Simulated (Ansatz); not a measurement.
**C2H8BClSi: a ladder of functionals and wavefunction methods**

The task here is to estimate one member of a computed series from the others.

The runs use Ansatz 0.2.0, Gaussian basis; functionals in def2-TZVPP, the program's frozen cores in correlated methods.

Plan: PBE-D4, r2SCAN-D4, PBE0-D4, B3LYP-D4, ωB97X-V, ωB97M-V, B2PLYP; CCSD(T)/def2-TZVPP; MP2/def2-QZVPP; extrapolation to the limit.

## Structure used throughout

All runs share one geometry, relaxed beforehand with PBE0-D4 in a triple-zeta def2 set.

SMILES `BC[SiH](C)Cl`, 13 atoms, charge 0, spin multiplicity 1.

Atoms are counted from 1 here; the program's logs count them from 0.

Bond lengths: B1–C2 1.537 Å, B1–H6 1.198 Å, B1–H7 1.196 Å, C2–Si3 1.879 Å, C2–H8 1.094 Å, C2–H9 1.098 Å, Si3–C4 1.858 Å, Si3–Cl5 2.068 Å, Si3–H10 1.484 Å, C4–H11 1.092 Å, C4–H12 1.092 Å, C4–H13 1.093 Å. Angles: C2–B1–H6 120.1°, C2–B1–H7 121.1°, H6–B1–H7 118.7°, B1–C2–Si3 109.1°, B1–C2–H8 115.1°, B1–C2–H9 113.4°, Si3–C2–H8 106.1°, Si3–C2–H9 101.9°, H8–C2–H9 110.3°, C2–Si3–C4 111.4°, C2–Si3–Cl5 109.5°, C2–Si3–H10 109.9°, C4–Si3–Cl5 108.4°, C4–Si3–H10 111.0°, Cl5–Si3–H10 106.5°, Si3–C4–H11 110.4°, Si3–C4–H12 110.7°, Si3–C4–H13 110.3° and more.

Set-up of the first run:

in.yaml reads:

```yaml
crystal:
  periodic: [false, false, false]
  atoms:
    - {symbol: B, position_ang: [-0.791670, 1.969766, 0.884809]}
    - {symbol: C, position_ang: [-0.886810, 0.460441, 0.608309]}
    - {symbol: Si, position_ang: [0.682113, -0.105407, -0.256304]}
    - {symbol: C, position_ang: [0.573075, -1.890811, -0.758009]}
    - {symbol: Cl, position_ang: [0.983011, 1.031838, -1.956574]}
    - {symbol: H, position_ang: [-0.169317, 2.370829, 1.826850]}
    - {symbol: H, position_ang: [-1.290490, 2.765331, 0.144522]}
    - {symbol: H, position_ang: [-1.715355, 0.159533, -0.039453]}
    - {symbol: H, position_ang: [-0.875892, -0.150493, 1.520133]}
    - {symbol: H, position_ang: [1.855161, 0.130386, 0.620733]}
    - {symbol: H, position_ang: [1.488694, -2.199298, -1.267086]}
    - {symbol: H, position_ang: [-0.268452, -2.051711, -1.435239]}
    - {symbol: H, position_ang: [0.436434, -2.525204, 0.121908]}
basis:
  gaussian: {orbitals: def2-TZVPP}
hamiltonian: {xc: pbe, dispersion: d4}
output: {forces: true, orbitals: {seedname: orbitals}}
```

Command:

```console
$ ansatz run in.yaml --threads 4 --pin off --events-out ev --progress --plain --max-ram 10444MiB
```

Among the steps run: PBE-D4 (GGA); r2SCAN-D4 (meta-GGA); PBE0-D4 (hybrid); B3LYP-D4 (hybrid); ωB97X-V (range-separated); ωB97M-V (range-separated); B2PLYP (double hybrid); CCSD(T) in def2-TZVPP; MP2 in def2-QZVPP.

One of the session's tables, all rows but one given; the rest of the session is left out.

```
            method  atomisation energy (kcal/mol)
            PBE-D4                         1136.0
         r2SCAN-D4                              ?
           PBE0-D4                         1129.8
          B3LYP-D4                         1126.6
           ωB97X-V                         1130.8
           ωB97M-V                         1132.1
            B2PLYP                         1114.6
     HF/def2-TZVPP                          874.7
    MP2/def2-TZVPP                         1111.4
   CCSD/def2-TZVPP                         1088.0
CCSD(T)/def2-TZVPP                         1100.1
           MP2/CBS                         1136.4
       CCSD(T)/CBS                         1125.1
```

**Question.** Estimate the row for r2SCAN-D4.

**Answer.** atomisation energy (kcal/mol): 1132.6. In the column «atomisation energy (kcal/mol)» it lies between ωB97M-V (1132.1) and PBE-D4 (1136.0).

To keep in mind: Free atoms (1 B, 2 C, 1 Si, 1 Cl, 8 H) were run apart at each level; the atomisation energy is their sum less the molecule, without zero-point or spin-orbit terms.
